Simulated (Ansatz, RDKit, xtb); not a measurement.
# C6H6SSi: which of the isomers drawn lies lowest?

Which of a sample of isomers of C6H6SSi is the most stable in the gas at 298.15 K, and what are its properties? The sample is small against all isomers, and the most stable one of this formula need not be in it.

The funnel: GFN2-xTB relaxations, single points with a density functional, relaxations at PBE-D3(BJ)/def2-SVP, harmonic vibrations (at GFN2-xTB), and a last energy at a higher level. All values are calculated.

### 1 Candidates

Isomers were taken from a list of plausible structures; this is a sample, not all of them. That gives 6 candidates.

| label | SMILES | spin |
| --- | --- | --- |
| c048 | C#C[Si]1(S)C=CC=C1 | singlet |
| c290 | C#CC1=CC=C[Si@@H]1S | singlet |
| c331 | C#CC1=C(S)[SiH2]C=C1 | singlet |
| c580 | C#CC1=C[SiH2]C(S)=C1 | singlet |
| c695 | C#CC1=CC=C(S)[SiH2]1 | singlet |
| c964 | C#CC1=C[Si@@H](S)C=C1 | singlet |

Candidates are built by distance geometry, with a force field where one applies, in up to four conformers (letters a to d).

### 2 First filter: tight binding

All 6 starts are relaxed the same way. One of them, c290a (taken from a list of positional isomers, embedded by distance geometry and MMFF94), in full:

Input file start.xyz:

```xyz
14
c290a
C     -1.938751     4.094603    -0.603529
C     -1.463221     2.964500    -0.691306
C     -1.003679     1.612987    -0.905037
C     -1.619987     0.545093    -0.419036
C     -0.896856    -0.712790    -0.717662
C      0.274597    -0.544599    -1.388097
S      2.272789     1.905084    -0.578821
Si     0.577021     1.231009    -1.734059
H     -2.313684     5.076466    -0.453017
H     -2.553510     0.521097     0.112428
H     -1.276838    -1.649834    -0.387718
H      0.934967    -1.336097    -1.681577
H      0.633503     1.609340    -3.181944
H      1.782092     1.464126     0.586044
```

Started as:

```bash
$ xtb start.xyz --gfn 2 --opt
```

The log of the run (excerpt; [...] marks lines left out):

```text
* xtb version 6.7.1
[...]
          :  # basis functions                  50          :
[...]
          :  # electrons                        40          :
[...]
          :  Hamiltonian                  GFN2-xTB          :
[...]
          :  net charge                          0          :
          :  unpaired electrons                  0          :
[...]
   *** convergence criteria satisfied after 15 iterations ***
[...]
   *** GEOMETRY OPTIMIZATION CONVERGED AFTER 12 ITERATIONS ***
[...]
   *** convergence criteria satisfied after 3 iterations ***
[...]
         ::                     SUMMARY                     ::
         :::::::::::::::::::::::::::::::::::::::::::::::::::::
         :: total energy             -20.771723259635 Eh    ::
         :: gradient norm              0.000722890151 Eh/a0 ::
         :: HOMO-LUMO gap              2.378175869157 eV    ::
         ::.................................................::
         :: SCC energy               -21.155516014464 Eh    ::
         :: -> isotropic ES            0.024151565825 Eh    ::
         :: -> anisotropic ES          0.001012549998 Eh    ::
         :: -> anisotropic XC          0.017630482924 Eh    ::
         :: -> dispersion             -0.012824069367 Eh    ::
         :: repulsion energy           0.383792754829 Eh    ::
         :: add. restraining           0.000000000000 Eh    ::
         :: total charge              -0.000000000000 e     ::
         :::::::::::::::::::::::::::::::::::::::::::::::::::::
[...]
        20        2.0000           -0.3770400             -10.2598 (HOMO)
        21                         -0.2896437              -7.8816 (LUMO)
[...]
     #   Z          covCN         q      C6AA      α(0)
     1   6 C        1.910    -0.103    33.966     9.412
     2   6 C        1.976    -0.023    31.667     9.088
     3   6 C        2.858    -0.074    29.828     8.952
     4   6 C        3.017    -0.040    28.969     8.829
     5   6 C        3.017    -0.032    28.763     8.797
     6   6 C        2.806    -0.144    31.689     9.223
     7  16 S        1.797    -0.382   157.875    21.149
     8  14 Si       3.761     0.514    96.589    18.808
     9   1 H        0.928     0.076     2.024     2.225
    10   1 H        0.926     0.030     2.593     2.518
    11   1 H        0.926     0.029     2.599     2.521
    12   1 H        0.926     0.035     2.517     2.481
    13   1 H        0.921    -0.055     4.209     3.208
    14   1 H        0.923     0.169     1.271     1.763
[...]
molecular dipole:
                 x           y           z       tot (Debye)
 q only:       -0.341      -0.325      -0.144
   full:       -0.821      -0.550      -0.012       2.511
molecular quadrupole (traceless):
[...]
          | TOTAL ENERGY              -20.771723259635 Eh   |
          | GRADIENT NORM               0.000722890151 Eh/α |
          | HOMO-LUMO GAP               2.378175869157 eV   |
           -------------------------------------------------
[...]
```

Wall time 0.2 s (2 threads of Intel Xeon Platinum 8259CL at 2.50GHz (Skylake/Cascade Lake), shared host).

### 3 Distinct minima at GFN2-xTB

6 of the 6 relaxations converged. 6 distinct structures remain:

| label | start | SMILES after | spin | energy (kcal/mol) |
| --- | --- | --- | --- | --- |
| c290a | drawn | C#CC1=CC=C[Si@@H]1S | singlet | 0.0 |
| c964a | drawn | C#CC1=C[Si@@H](S)C=C1 | singlet | 1.7 |
| c695a | drawn | C#CC1=CC=C(S)[SiH2]1 | singlet | 12.1 |
| c580a | drawn | C#CC1=C[SiH2]C(S)=C1 | singlet | 13.8 |
| c331a | drawn | C#CC1=C(S)[SiH2]C=C1 | singlet | 14.2 |
| c048a | drawn | C#C[Si]1(S)C=CC=C1 | singlet | 14.6 |

### 4 Second filter: single points

A choice of the minima (the low ones first, few conformers of a pattern, up to a cap) and the lowest that fell apart get a single point at r2SCAN-D4/def2-SVP on the tight-binding geometry, and one at HF/STO-3G for comparison. Some singlets are also tried as triplets at the same geometry (label ending in t). The first, c290a:

Input file input.yaml:

```yaml
crystal:
  periodic: [false, false, false]
  atoms:
    - {symbol: C, position_ang: [-1.946798, 4.075149, -0.550336]}
    - {symbol: C, position_ang: [-1.545281, 2.947677, -0.680784]}
    - {symbol: C, position_ang: [-1.031581, 1.662739, -0.857220]}
    - {symbol: C, position_ang: [-1.649714, 0.522196, -0.481422]}
    - {symbol: C, position_ang: [-0.944927, -0.712518, -0.755013]}
    - {symbol: C, position_ang: [0.249699, -0.610536, -1.356764]}
    - {symbol: S, position_ang: [2.359880, 1.980001, -0.673246]}
    - {symbol: Si, position_ang: [0.621217, 1.206800, -1.686003]}
    - {symbol: H, position_ang: [-2.310674, 5.050758, -0.426302]}
    - {symbol: H, position_ang: [-2.614464, 0.502487, 0.004141]}
    - {symbol: H, position_ang: [-1.393610, -1.651839, -0.464044]}
    - {symbol: H, position_ang: [0.852586, -1.467337, -1.602455]}
    - {symbol: H, position_ang: [0.774253, 1.633418, -3.066523]}
    - {symbol: H, position_ang: [1.987858, 1.641990, 0.552639]}
basis:
  gaussian:
    orbitals: def2-SVP
hamiltonian:
  xc: r2scan
  dispersion: d4
scf:
  lower_state_search: "off"
output: {orbitals: {seedname: orbitals}}
```

Started as:

```bash
$ ansatz run input.yaml --threads 2 --pin off --max-ram 5220MiB --events-out events.jsonl --progress --plain --runs-dir runs
```

The log of the run (excerpt; [...] marks lines left out):

```text
Warning: RAYON_NUM_THREADS=2 ignored (pool sized by the plan → 2); use --threads N
Functional definition: r2SCAN
  name "r2SCAN"
[...]
1697 factors; their error is unknown
[...]
mean field -25014.95162601 eV, -919.2825165128 hartree, gradient 4.1e-6 eV, S^2 0.000000; 0 other end points of the search recorded, 0 dependent functions left out
reference -25014.95163763 eV, -919.2825169398 hartree; 36, 36 occupied and 114, 114 virtual orbitals, 1697 factors
Total energy: -25015.07318610 eV, -919.2869837637 hartree
Checks for a lower state left out: stability, starts, cluster_reference, orbital_swaps, neighbouring_geometries, increment
```

Wall time 3.6 s (2 threads of Intel Xeon Platinum 8259CL at 2.50GHz (Skylake/Cascade Lake), shared host); peak memory 0.22 GiB.

Relative energies in kcal/mol, each column from its lowest structure that stays in one piece:

| label | SMILES | spin | GFN2-xTB | HF/STO-3G | r2SCAN-D4/def2-SVP |
| --- | --- | --- | --- | --- | --- |
| c048a | C#C[Si]1(S)C=CC=C1 | singlet | 14.6 | 0.0 | 0.0 |
| c290a | C#CC1=CC=C[Si@@H]1S | singlet | 0.0 | 7.8 | 2.3 |
| c964a | C#CC1=C[Si@@H](S)C=C1 | singlet | 1.7 | 9.1 | 4.9 |
| c695a | C#CC1=CC=C(S)[SiH2]1 | singlet | 12.1 | 21.7 | 23.5 |
| c331a | C#CC1=C(S)[SiH2]C=C1 | singlet | 14.2 | 22.7 | 24.9 |
| c580a | C#CC1=C[SiH2]C(S)=C1 | singlet | 13.8 | 22.7 | 26.7 |
| c290at | C#CC1=CC=C[Si@@H]1S | triplet | – | – | 45.8 |
| c964at | C#CC1=C[Si@@H](S)C=C1 | triplet | – | – | 53.0 |
| c048at | C#C[Si]1(S)C=CC=C1 | triplet | – | – | 55.3 |

### 5 Relaxing the best candidates

5 candidates are relaxed at PBE-D3(BJ)/def2-SVP (chosen among the lowest in one piece). The first, c048a:

Input file input.yaml:

```yaml
basis:
  gaussian:
    orbitals: def2-SVP
crystal:
  periodic: [false, false, false]
  atoms:
    - {symbol: C, position_ang: [-0.655669, 3.240599, -3.403778]}
    - {symbol: C, position_ang: [-0.788300, 2.547744, -2.430387]}
    - {symbol: C, position_ang: [0.417284, 1.511468, 0.265626]}
    - {symbol: C, position_ang: [0.864164, 0.254893, 0.363190]}
    - {symbol: C, position_ang: [0.150322, -0.756285, -0.405433]}
    - {symbol: C, position_ang: [-0.887140, -0.336990, -1.136943]}
    - {symbol: S, position_ang: [-2.951550, 2.075067, -0.011598]}
    - {symbol: Si, position_ang: [-1.057218, 1.524330, -0.913100]}
    - {symbol: H, position_ang: [-0.532101, 3.837305, -4.261655]}
    - {symbol: H, position_ang: [-2.607610, 3.335625, 0.203632]}
    - {symbol: H, position_ang: [0.869440, 2.336033, 0.789359]}
    - {symbol: H, position_ang: [1.705615, -0.040188, 0.973632]}
    - {symbol: H, position_ang: [0.472394, -1.786702, -0.353001]}
    - {symbol: H, position_ang: [-1.486819, -0.994567, -1.740686]}
relax:
  f_tol: 0.006
hamiltonian:
  xc: pbe
  dispersion: d3bj
magnetization:
  spin_polarized: false
scf:
  lower_state_search: off
```

Started as:

```bash
$ ansatz run input.yaml --threads 2 --pin off --max-ram 5220MiB --events-out events.jsonl --progress --plain --runs-dir runs
```

The log of the run (excerpt; [...] marks lines left out):

```text
Warning: RAYON_NUM_THREADS=2 ignored (pool sized by the plan → 2); use --threads N
[...]
Functional definition: PBE
  name "PBE"
[...]
1697 factors; their error is unknown
[...]
mean field -25003.25456013 eV, -918.8526572700 hartree, gradient 3.3e-6 eV, S^2 0.000000; 0 other end points of the search recorded, 0 dependent functions left out
[...]
reference -25003.25459954 eV, -918.8526587186 hartree; 36, 36 occupied and 114, 114 virtual orbitals, 1697 factors
relax step   1: F+E_penalty+E_count = -25003.70407754 eV  Δ(F+E_penalty+E_count) = +0.000e0 eV  max|allowed force component| = 2.526e0 eV/Å  Δτ_max = 0.0000 Å  (23 SCF iters, accepted)
[...]
relax step   3: F+E_penalty+E_count = -25003.89070491 eV  Δ(F+E_penalty+E_count) = -1.831e-3 eV  max|allowed force component| = 3.658e-1 eV/Å  Δτ_max = 0.1420 Å  (23 SCF iters, accepted)
[...]
Atom 5 at    -0.927107    -0.336046    -1.152070 Å, force    -0.003844    -0.004373     0.001932 eV/Å
Atom 6 at    -2.931638     1.986809     0.038239 Å, force    -0.003707    -0.005094     0.000608 eV/Å
Atom 7 at    -1.034794     1.520612    -0.891678 Å, force    -0.000914     0.004231    -0.003416 eV/Å
Atom 8 at    -0.505356     3.868485    -4.270032 Å, force     0.002355    -0.001048     0.000069 eV/Å
Atom 9 at    -2.672727     3.323616     0.110235 Å, force     0.003270     0.001645    -0.001439 eV/Å
Atom 10 at     0.932035     2.392369     0.784687 Å, force    -0.000174     0.001108     0.000196 eV/Å
Atom 11 at     1.735491    -0.042789     0.987967 Å, force    -0.000128    -0.000023     0.001782 eV/Å
Atom 12 at     0.441517    -1.818290    -0.345854 Å, force    -0.000405    -0.001492    -0.000133 eV/Å
Atom 13 at    -1.550488    -1.008417    -1.757229 Å, force     0.000384     0.000833    -0.001525 eV/Å
Dipole moment:     0.254964     0.089793    -0.066661 e Å
Checks for a lower state left out: stability, starts, cluster_reference, orbital_swaps, neighbouring_geometries, increment
```

It took 34 s on 2 threads of Intel Xeon Platinum 8259CL at 2.50GHz (Skylake/Cascade Lake), shared host; peak memory 0.22 GiB.

Energy change by step (eV): 0.0000, -0.1848, -0.1866, -0.1989, -0.1985, -0.1995, -0.1999, -0.2001, -0.2002, -0.2002.

After the run. Bond lengths: C1–C2 1.230 Å, C3–C4 1.361 Å, C4–C5 1.488 Å, C5–C6 1.361 Å, C2–Si8 1.836 Å, C3–Si8 1.881 Å, C6–Si8 1.878 Å, S7–Si8 2.163 Å, C1–H9 1.082 Å, S7–H10 1.364 Å, C3–H11 1.099 Å, C4–H12 1.104 Å, C5–H13 1.104 Å, C6–H14 1.099 Å. Some angles: C1–C2–Si8 179.2°, C3–C4–C5 117.1°, C4–C3–Si8 106.1°, C4–C5–C6 117.3°, C5–C6–Si8 106.1°, C2–Si8–C3 112.7°, C2–Si8–C6 115.7°, C2–Si8–S7 110.2°, C3–Si8–C6 93.3°, C3–Si8–S7 115.3°.

### 6 After refinement

| label | spin | r2SCAN-D4/def2-SVP (kcal/mol) | PBE-D3(BJ)/def2-SVP, relaxed (kcal/mol) | time |
| --- | --- | --- | --- | --- |
| c048a | singlet | 0.0 | 0.0 | 34 s |
| c290a | singlet | 2.3 | 0.9 | 41 s |
| c964a | singlet | 4.9 | 3.9 | 39 s |
| c695a | singlet | 23.5 | 20.7 | 26 s |
| c331a | singlet | 24.9 | 22.5 | 25 s |

c048a: Bond lengths: C1–C2 1.230 Å, C3–C4 1.361 Å, C4–C5 1.488 Å, C5–C6 1.361 Å, C2–Si8 1.836 Å, C3–Si8 1.881 Å, C6–Si8 1.878 Å, S7–Si8 2.163 Å, C1–H9 1.082 Å, S7–H10 1.364 Å, C3–H11 1.099 Å, C4–H12 1.104 Å, C5–H13 1.104 Å, C6–H14 1.099 Å. Some angles: C1–C2–Si8 179.2°, C3–C4–C5 117.1°, C4–C3–Si8 106.1°, C4–C5–C6 117.3°, C5–C6–Si8 106.1°, C2–Si8–C3 112.7°, C2–Si8–C6 115.7°, C2–Si8–S7 110.2°, C3–Si8–C6 93.3°, C3–Si8–S7 115.3°.

c290a: Bond lengths: C1–C2 1.230 Å, C2–C3 1.407 Å, C3–C4 1.375 Å, C4–C5 1.475 Å, C5–C6 1.364 Å, C3–Si8 1.910 Å, C6–Si8 1.879 Å, S7–Si8 2.156 Å, C1–H9 1.081 Å, C4–H10 1.103 Å, C5–H11 1.104 Å, C6–H12 1.099 Å, Si8–H13 1.501 Å, S7–H14 1.364 Å. Some angles: C1–C2–C3 177.0°, C2–C3–C4 127.1°, C2–C3–Si8 127.0°, C4–C3–Si8 105.9°, C3–C4–C5 117.0°, C4–C5–C6 117.8°, C5–C6–Si8 106.8°, C3–Si8–C6 92.5°, C3–Si8–S7 115.2°, C6–Si8–S7 116.8°.

c964a: Bond lengths: C1–C2 1.227 Å, C2–C3 1.426 Å, C3–C4 1.374 Å, C3–C6 1.504 Å, C5–C6 1.357 Å, C4–Si8 1.879 Å, C5–Si8 1.883 Å, S7–Si8 2.162 Å, C1–H9 1.081 Å, C4–H10 1.098 Å, Si8–H11 1.502 Å, S7–H12 1.363 Å, C5–H13 1.099 Å, C6–H14 1.103 Å. Some angles: C1–C2–C3 178.5°, C2–C3–C4 124.8°, C2–C3–C6 119.3°, C4–C3–C6 115.9°, C3–C4–Si8 107.3°, C3–C6–C5 117.1°, C6–C5–Si8 107.1°, C4–Si8–C5 92.7°, C4–Si8–S7 115.5°, C5–Si8–S7 116.0°.

c695a: Bond lengths: C1–C2 1.231 Å, C2–C3 1.408 Å, C3–C4 1.382 Å, C4–C5 1.461 Å, C5–C6 1.376 Å, C6–S7 1.749 Å, C3–Si8 1.892 Å, C6–Si8 1.897 Å, C1–H9 1.080 Å, C4–H10 1.103 Å, C5–H11 1.103 Å, S7–H12 1.362 Å, Si8–H13 1.503 Å, Si8–H14 1.503 Å. Some angles: C1–C2–C3 177.4°, C2–C3–C4 126.8°, C2–C3–Si8 127.8°, C4–C3–Si8 105.5°, C3–C4–C5 118.5°, C4–C5–C6 116.9°, C5–C6–S7 123.7°, C5–C6–Si8 106.4°, S7–C6–Si8 130.0°, C3–Si8–C6 92.8°.

### 7 Are they minima? Harmonic frequencies

The lowest few go on as finalists. In this search the thermal terms come from GFN2-xTB at its own nearest minimum. The first, c048a:

Input file start.xyz:

```xyz
14
c048a
C     -0.639175     3.252621    -3.389941
C     -0.794330     2.549246    -2.393472
C      0.453403     1.554947     0.258265
C      0.878160     0.266606     0.364975
C      0.127820    -0.761436    -0.405233
C     -0.927107    -0.336046    -1.152070
S     -2.931638     1.986809     0.038239
Si    -1.034794     1.520612    -0.891678
H     -0.505356     3.868485    -4.270032
H     -2.672727     3.323616     0.110235
H      0.932035     2.392369     0.784687
H      1.735491    -0.042789     0.987967
H      0.441517    -1.818290    -0.345854
H     -1.550488    -1.008417    -1.757229
```

Started as:

```bash
$ xtb start.xyz --gfn 2 --ohess tight
```

The log of the run (excerpt; [...] marks lines left out):

```text
* xtb version 6.7.1
[...]
          :  # basis functions                  50          :
[...]
          :  # electrons                        40          :
[...]
          :  Hamiltonian                  GFN2-xTB          :
[...]
          :  net charge                          0          :
          :  unpaired electrons                  0          :
[...]
   *** convergence criteria satisfied after 14 iterations ***
[...]
   *** GEOMETRY OPTIMIZATION CONVERGED AFTER 10 ITERATIONS ***
[...]
   *** convergence criteria satisfied after 3 iterations ***
[...]
         ::                     SUMMARY                     ::
         :::::::::::::::::::::::::::::::::::::::::::::::::::::
         :: total energy             -20.748487117370 Eh    ::
         :: gradient norm              0.000309284872 Eh/a0 ::
         :: HOMO-LUMO gap              2.688133217109 eV    ::
         ::.................................................::
         :: SCC energy               -21.130482466696 Eh    ::
         :: -> isotropic ES            0.025315807345 Eh    ::
         :: -> anisotropic ES          0.000026459969 Eh    ::
         :: -> anisotropic XC          0.017287449836 Eh    ::
         :: -> dispersion             -0.012589229061 Eh    ::
         :: repulsion energy           0.381995349326 Eh    ::
         :: add. restraining           0.000000000000 Eh    ::
         :: total charge               0.000000000000 e     ::
         :::::::::::::::::::::::::::::::::::::::::::::::::::::
[...]
        20        2.0000           -0.3775702             -10.2742 (HOMO)
        21                         -0.2787831              -7.5861 (LUMO)
[...]
molecular dipole:
                 x           y           z       tot (Debye)
 q only:        0.553       0.455      -0.474
   full:        0.923       0.266      -0.388       2.633
molecular quadrupole (traceless):
[...]
          | TOTAL ENERGY              -20.748487117379 Eh   |
          | TOTAL ENTHALPY            -20.645767147538 Eh   |
          | TOTAL FREE ENERGY         -20.692331053723 Eh   |
          | GRADIENT NORM               0.000309262684 Eh/α |
[...]
```

Wall time 0.92 s (2 threads of Intel Xeon Platinum 8259CL at 2.50GHz (Skylake/Cascade Lake), shared host); peak memory 0.11 GiB.

### 8 Thermal terms of the finalists

As xtb prints them, at 298.15 K, with its own treatment of low modes:

| label | SMILES | spin | lowest mode (cm⁻¹) | zero-point (kcal/mol) | G − E (kcal/mol) |
| --- | --- | --- | --- | --- | --- |
| c048a | C#C[Si]1(S)C=CC=C1 | singlet | 69 | 57.7 | 35.2 |
| c290a | C#CC1=CC=C[Si@@H]1S | singlet | 64 | 56.3 | 34.3 |
| c964a | C#CC1=C[Si@@H](S)C=C1 | singlet | 58 | 56.3 | 34.4 |
| c695a | C#CC1=CC=C(S)[SiH2]1 | singlet | 75 | 54.6 | 33.1 |
| c331a | C#CC1=C(S)[SiH2]C=C1 | singlet | 93 | 54.6 | 33.1 |

### 9 The final energy

Each finalist gets a single point at CCSD(T)/def2-SVP + MP2/def2-TZVPP - MP2/def2-SVP.

c048a, CCSD(T)/def2-SVP:

Input file input.yaml:

```yaml
crystal:
  periodic: [false, false, false]
  atoms:
    - {symbol: C, position_ang: [-0.639175, 3.252621, -3.389941]}
    - {symbol: C, position_ang: [-0.794330, 2.549246, -2.393472]}
    - {symbol: C, position_ang: [0.453403, 1.554947, 0.258265]}
    - {symbol: C, position_ang: [0.878160, 0.266606, 0.364975]}
    - {symbol: C, position_ang: [0.127820, -0.761436, -0.405233]}
    - {symbol: C, position_ang: [-0.927107, -0.336046, -1.152070]}
    - {symbol: S, position_ang: [-2.931638, 1.986809, 0.038239]}
    - {symbol: Si, position_ang: [-1.034794, 1.520612, -0.891678]}
    - {symbol: H, position_ang: [-0.505356, 3.868485, -4.270032]}
    - {symbol: H, position_ang: [-2.672727, 3.323616, 0.110235]}
    - {symbol: H, position_ang: [0.932035, 2.392369, 0.784687]}
    - {symbol: H, position_ang: [1.735491, -0.042789, 0.987967]}
    - {symbol: H, position_ang: [0.441517, -1.818290, -0.345854]}
    - {symbol: H, position_ang: [-1.550488, -1.008417, -1.757229]}
basis:
  gaussian:
    orbitals: def2-SVP
magnetization:
  spin_polarized: false
correlation:
  method: ccsd_t
  frozen_orbitals: {H: 0, C: 1, S: 5, Si: 5}
```

Started as:

```bash
$ ansatz run input.yaml --threads 2 --pin off --max-ram 5220MiB --events-out events.jsonl --progress --plain --runs-dir runs
```

The log of the run (excerpt; [...] marks lines left out):

```text
Warning: RAYON_NUM_THREADS=2 ignored (pool sized by the plan → 2); use --threads N
Functional definition: HF
  name "HF"
[...]
1514 factors; integrals over basis functions are off by at most 1.4e-3 eV
[...]
mean field -24945.24972707 eV, -916.7210189721 hartree, gradient 2.0e-6 eV, S^2 0.000000; 1 other end points of the search recorded, 0 dependent functions left out; unrestricted orbitals would lower it
[...]
16 core orbitals not correlated: weight in the atoms' cores, before any rotation towards them, 1.000 or more for the frozen orbitals, at most 0.000 for the correlated occupied ones
reference -24945.24972707 eV, -916.7210189721 hartree; 20, 20 occupied and 114, 114 virtual orbitals, 1514 factors
second order -26.84342637 eV of doubles, -0.00000000 eV of singles
cycle   1  -27.47677728 eV  change   -6.3e-1 eV  update   1.4e-1
[...]
cycle   9  -28.54159485 eV  change    1.5e-5 eV  update   4.8e-5
perturbative correction -1.25482585 eV, -0.0461139994 hartree
Total energy: -24975.04614776 eV, -917.8160172360 hartree
```

Run time: 54 s. Hardware: 2 threads of Intel Xeon Platinum 8259CL at 2.50GHz (Skylake/Cascade Lake), shared host; peak memory 1.3 GiB.

(Part 1 of 2 ends here.)
